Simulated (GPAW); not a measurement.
# HfMoC2 (P4/mmm) in GPAW: equation of state

How stiff is HfMoC2 in PBE, and what volume does it want? The cell is scaled to several volumes.

Everything below comes from runs of GPAW 26.7.0. Logs are shortened: lines on timing, memory, paths and dates and some standing lists are left out, and cuts for length are marked. The log counts tension as positive stress, the text compression.

### 1 The crystal as given

Symmetry: P4/mmm, No. 123, tetragonal system. The conventional cell has a = 3.191 Å, b = 3.191 Å, c = 4.485 Å, α = 90.00°, β = 90.00°, γ = 90.00°. Hf (site symmetry 4/mmm) has 6 C at 2.24 to 2.26 Å as nearest neighbours. Mo (site symmetry 4/mmm) has 6 C at 2.24 to 2.26 Å as nearest neighbours. C (site symmetry 4/mmm) has 2 Mo at 2.24 Å and 4 Hf at 2.26 Å as nearest neighbours. C (site symmetry 4/mmm) is surrounded by 2 Hf at 2.24 Å and 4 Mo at 2.26 Å.

The cell comes from a database or a generator and needn't be the stable form of this composition.

### 2 Equation of state, PBE

Contents of run.py:

```python
from ase.eos import EquationOfState
from ase.io import Trajectory, read
from ase.units import GPa
from gpaw import GPAW, PW

atoms = read('POSCAR')

traj = Trajectory('eos.traj', 'w')
volumes, energies = [], []
for x in [0.94, 0.96, 0.98, 1.0, 1.02, 1.04, 1.06]:
    a = atoms.copy()
    a.set_cell(atoms.cell * x**(1 / 3), scale_atoms=True)
    calc = GPAW(mode=PW(800),
                xc='PBE',
                kpts={'size': (8, 8, 6), 'gamma': True},
                occupations={'name': 'fermi-dirac', 'width': 0.05},
                nbands=33,
                convergence={'density': 1e-05, 'energy': 1e-05},
                maxiter=150,
                txt=f'eos-{x:.2f}.txt')
    a.calc = calc
    energies.append(a.get_potential_energy(force_consistent=True))
    volumes.append(a.get_volume())
    p = -a.get_stress()[:3].mean() / GPa
    calc.write(f'eos-{x:.2f}.gpw')
    traj.write(a)
    print(f'{x:.2f} {volumes[-1]:10.4f} A^3 {energies[-1]:14.6f} eV {p:9.3f} GPa', flush=True)

v0, e0, B = EquationOfState(volumes, energies, eos='birchmurnaghan').fit()
print(f'V0 = {v0:.4f} A^3, E0 = {e0:.6f} eV, B0 = {B / GPa:.2f} GPa')
```

Contents of POSCAR:

```
HfMoC2
1.0
    3.1914230000      0.0000000000      0.0000000000
    0.0000000000      3.1914230000      0.0000000000
    0.0000000000      0.0000000000      4.4851640000
Hf Mo C
1 1 2
Direct
    0.0000000000      0.0000000000      0.0000000000
    0.5000000000      0.5000000000      0.5000000000
    0.5000000000      0.5000000000      0.0000000000
    0.0000000000      0.0000000000      0.5000000000
```

Potentials or basis: GPAW PAW data sets (gpaw-data 1.2.1), pw.

On the command line:

```bash
> OMP_NUM_THREADS=1 python run.py
```

Standard output:

```text
__  _  _
 | _ |_)|_||  |
 |__||  | ||/\| - 26.7.0

Input parameters:
  mode=PW(ecut=800.0),
  convergence={'density': 1e-05, 'energy': 1e-05},
  kpts=MonkhorstPack(size=(8, 8, 6), gamma=True),
  maxiter=150,
  nbands=33,
  occupations=Occupations(name='fermi-dirac', width=0.05),
  xc=XC(name='PBE')

Diagonalizing LCAO Hamiltonian
Converting LCAO to pw mode
   .-------.
  /|       |
 * |       |
 | |  Mo   |
 | |       |
 C .-------.
 |/   C   /
 Hf------*

Atoms  # Å, Bohr magnetons
|   | symbol |        x |        y |        z |    initial magnetic moments |
|---|--------|----------|----------|----------|-----------------------------|
| 0 |     Hf | 0.000000 | 0.000000 | 0.000000 | ( 0.0000,  0.0000,  0.0000) |
| 1 |     Mo | 1.563137 | 1.563137 | 2.196802 | ( 0.0000,  0.0000,  0.0000) |
| 2 |      C | 1.563137 | 1.563137 | 0.000000 | ( 0.0000,  0.0000,  0.0000) |
| 3 |      C | 0.000000 | 0.000000 | 2.196802 | ( 0.0000,  0.0000,  0.0000) |

Unit cell  # Å
| periodic |        x |        y |        z |  lengths |    angles |
|----------|----------|----------|----------|----------|-----------|
|      yes | 3.126274 | 0.000000 | 0.000000 | 3.126274 | 90.000000 |
|      yes | 0.000000 | 3.126274 | 0.000000 | 3.126274 | 90.000000 |
|      yes | 0.000000 | 0.000000 | 4.393604 | 4.393604 | 90.000000 |

Number of symmetries: 16
Symmetry operations  # r_c * U_cc + t_c -> r_c
|    | kind |            matrix            |
|----|------|------------------------------|
|  0 |  E   |  1, 0, 0,  0, 1, 0,  0, 0, 1 |
|  1 |  σ   |  1, 0, 0,  0, 1, 0,  0, 0,-1 |
|  2 |  σ   |  1, 0, 0,  0,-1, 0,  0, 0, 1 |
|  3 |  C2  |  1, 0, 0,  0,-1, 0,  0, 0,-1 |
|  4 |  σ   |  0, 1, 0,  1, 0, 0,  0, 0, 1 |
|  5 |  C2  |  0, 1, 0,  1, 0, 0,  0, 0,-1 |
|  6 |  C4  |  0, 1, 0, -1, 0, 0,  0, 0, 1 |
|  7 |  S4  |  0, 1, 0, -1, 0, 0,  0, 0,-1 |
|  8 |  C4  |  0,-1, 0,  1, 0, 0,  0, 0, 1 |
|  9 |  S4  |  0,-1, 0,  1, 0, 0,  0, 0,-1 |
| 10 |  σ   |  0,-1, 0, -1, 0, 0,  0, 0, 1 |
| 11 |  C2  |  0,-1, 0, -1, 0, 0,  0, 0,-1 |
| 12 |  σ   | -1, 0, 0,  0, 1, 0,  0, 0, 1 |
| 13 |  C2  | -1, 0, 0,  0, 1, 0,  0, 0,-1 |
| 14 |  C2  | -1, 0, 0,  0,-1, 0,  0, 0, 1 |
| 15 |  i   | -1, 0, 0,  0,-1, 0,  0, 0,-1 |

BZ-sampling:
  Number of BZ points: 384
  Number of IBZ points: 60

  Monkhorst-Pack size: [8, 8, 6]
  Monkhorst-Pack shift: [0.0625, 0.0625, 0.08333333333333333]

K-points  # in reciprocal-cell coordinates
|     |                                coordinates |     weight |
|-----|--------------------------------------------|------------|
|   0 | (  0.00000000,   0.00000000,   0.00000000) | 0.00260417 |
|   1 | (  0.00000000,   0.00000000,   0.16666667) | 0.00520833 |
|   2 | (  0.00000000,   0.00000000,   0.33333333) | 0.00520833 |
|   3 | (  0.00000000,   0.00000000,   0.50000000) | 0.00260417 |
|   4 | (  0.12500000,   0.00000000,   0.00000000) | 0.01041667 |
|   5 | (  0.12500000,   0.00000000,   0.16666667) | 0.02083333 |
|   6 | (  0.12500000,   0.00000000,   0.33333333) | 0.02083333 |
|   7 | (  0.12500000,   0.00000000,   0.50000000) | 0.01041667 |
|   8 | (  0.12500000,   0.12500000,   0.00000000) | 0.01041667 |
|   9 | (  0.12500000,   0.12500000,   0.16666667) | 0.02083333 |
| ... |                                            |            |
|  59 | (  0.50000000,   0.50000000,   0.50000000) | 0.00260417 |

Plane wave coefficients: 2232
Cutoff: 800.0 eV

Spin-components: 1 (collinear spins)
Bands:           33
Projectors:      22
Spin-degeneracy: 2
Datatype:        complex128

Parallelization:
  kpt:    1
  domain: 1
  band:   1

Density:
  Valence electrons: 34.0
  Components: 1
  Grid points: [21 21 30]
  Charge: 0.0  # |e|

Potential:
  Grid points: [21 21 30]

species:
  Hf:
    name:    Hafnium
    Z:       72.0
    valence: 12
    core:    60
    charge:  0.0  # [|e|]
    compensation charges:
      type: gauss
      rc: 0.41  # [Å]
      lmax: 2
    cutoffs:
      filter: 2.36  # [Å]
      core: 4.02  # [Å]
    projectors
    | kind |    occ | energy [eV] | rcut [Å] |
    |------|--------|-------------|----------|
    |   5s |  2.000 |     -66.831 |    1.397 |
    |   6s |  2.000 |      -5.097 |    1.397 |
    |   5p |  6.000 |     -35.599 |    1.307 |
    |   6p |  0.000 |      -1.401 |    1.307 |
    |   5d |  2.000 |      -2.699 |    1.334 |
    |    d |        |      24.513 |    1.334 |

    Using partial waves for Hf as LCAO basis

  Mo:
    name:    Molybdenum
    Z:       42.0
    valence: 14
    core:    28
    charge:  0.0  # [|e|]
    compensation charges:
      type: gauss
      rc: 0.38  # [Å]
      lmax: 2
    cutoffs:
      filter: 2.16  # [Å]
      core: 1.42  # [Å]
    projectors
    | kind |    occ | energy [eV] | rcut [Å] |
    |------|--------|-------------|----------|
    |   4s |  2.000 |     -64.307 |    1.238 |
    |   5s |  1.000 |      -4.084 |    1.238 |
    |   4p |  6.000 |     -38.491 |    1.296 |
    |   5p |  0.000 |      -1.044 |    1.296 |
    |   4d |  5.000 |      -3.754 |    1.296 |
    |    d |        |      23.458 |    1.296 |

    Using partial waves for Mo as LCAO basis

  C:
    name:    Carbon
    Z:       6.0
    valence: 4
    core:    2
    charge:  0.0  # [|e|]
    compensation charges:
      type: gauss
      rc: 0.20  # [Å]
      lmax: 2
    cutoffs:
      filter: 1.14  # [Å]
      core: 1.14  # [Å]
    projectors
    | kind |    occ | energy [eV] | rcut [Å] |
    |------|--------|-------------|----------|
    |   2s |  2.000 |     -13.751 |    0.635 |
    |   2p |  2.000 |      -5.284 |    0.635 |
    |    s |        |      13.461 |    0.635 |
    |    p |        |      21.927 |    0.635 |
    |    d |        |       0.000 |    0.635 |

    Using partial waves for C as LCAO basis

Reference energy: -522075.444138  # eV

eigensolver:
  PPCG
  Converge bands: occupied
  niter=2

density mixing:
  MSR1-Mixer
  Pratt-step length: 0.05
  Maximum mixing coefficient: 0.75
  Old densities: 10
  SVD Regularization: 0.005
  Good broyden scale: 1.0
  Trust region scale: 1.0
  Backstep threshold: 4.0
  History deletion threshold: 6.0
  Fourier metric: weight=20.0, sigma=0.015

occupation numbers:
  Fermi-Dirac:
    width: 0.0500  # eV

poisson solver:
  ecut: 6400.0  # eV

xc functional:
  name: PBE with 2 nearest neighbor stencil

convergence criteria:
- Maximum integral of absolute [dens]ity change: 1e-05 electrons / valence electron
- Maximum [total energy] change in last 3 cyles: 1e-05 eV / valence electron
- Maximum integral of absolute [eigenst]ate change: 4e-08 eV^2 / valence electron
maximum number of iterations: 150

SCF iterations
|iter     | |      energy | eigst |  dens |
|---------|-|-------------|-------|-------|
|iter:   1| |  -46.147018 | +0.27 |       |
|iter:   2| |  -43.350005 | -1.74 | -0.77 |
|iter:   3| |  -38.672816 | -0.75 | -0.84 |
|iter:   4| |  -38.469735 | -2.16 | -1.45 |
|iter:   5| |  -38.461089 | -3.06 | -1.71 |
|iter:   6| |  -38.474750 | -3.18 | -1.99 |
|iter:   7| |  -38.472214 | -4.01 | -2.45 |
|iter:   8| |  -38.472137 | -5.37 | -3.05 |
|iter:   9| |  -38.472121c| -6.26 | -3.57 |
|iter:  10| |  -38.472122c| -7.63c| -4.20 |
|iter:  11| |  -38.472122c| -7.64c| -4.94 |
|iter:  12| |  -38.472122c| -8.71c| -5.66c|

Converged in 12 steps
Energy contributions relative to reference atoms: (reference = -522075.444138)

Energy contributions:
  Kinetic:          37.041952
  Coulomb:         -39.435250
  Zero:             -0.604882
  External:          0.000000
  Xc:              -35.468289
  Entropy:          -0.011309
  Spinorbit:         0.000000
  ----------------------------
  Free energy:     -38.477776
  Extrapolated:    -38.472122

dipole moment: (-17.502906, -17.502906, -24.593941)  # |e|*Ang

Fermi level: 13.744
Eigenvalues  # (at kpt = [0.000, 0.000, 0.000])
| band index |      eig [eV] | occ [0-2] |
|------------|---------------|-----------|
|          0 |       -48.311 |     2.000 |
|        ... |               |           |
|         10 |         9.421 |     2.000 |
|         11 |         9.969 |     2.000 |
|         12 |        12.285 |     2.000 |
|         13 |        12.285 |     2.000 |
|         14 |        12.504 |     2.000 |
|         15 |        12.504 |     2.000 |
[... 8 lines left out ...]
|         24 |        18.635 |     0.000 |
|         25 |        21.676 |     0.000 |
|        ... |               |           |
|         32 |        41.316 |     0.000 |

No gap
No difference between direct/indirect transitions

Stress tensor  # eV/Ang^3
|         x |         y |         z |
|-----------|-----------|-----------|
| -0.129292 |  0.000000 |  0.000000 |
|  0.000000 | -0.129292 |  0.000000 |
|  0.000000 |  0.000000 | -0.101500 |

# Writing to eos-0.94.gpw (mode='')
```

Run time: 9.7 min. Hardware: 1 thread of Arm Neoverse V2, shared host; peak memory 0.5 GiB.

Results:

| Property | Result |
| --- | --- |
| Equilibrium volume | 11.41 Å³/atom |
| Bulk modulus at fixed shape and positions | 279 GPa |
| Pressure derivative of the bulk modulus | 4.2 |

Energy against volume, from the lowest point:
```
volume (Å³/atom)  energy (meV/atom)
          10.735              39.07
          10.964              16.58
          11.192               3.88
          11.421               0.00
          11.649               4.06
          11.877              15.27
          12.106              32.95
```

Caveat: the cell was scaled at fixed shape and fractional positions, which overstates the stiffness of a crystal with free parameters, most of all of layers and chains.
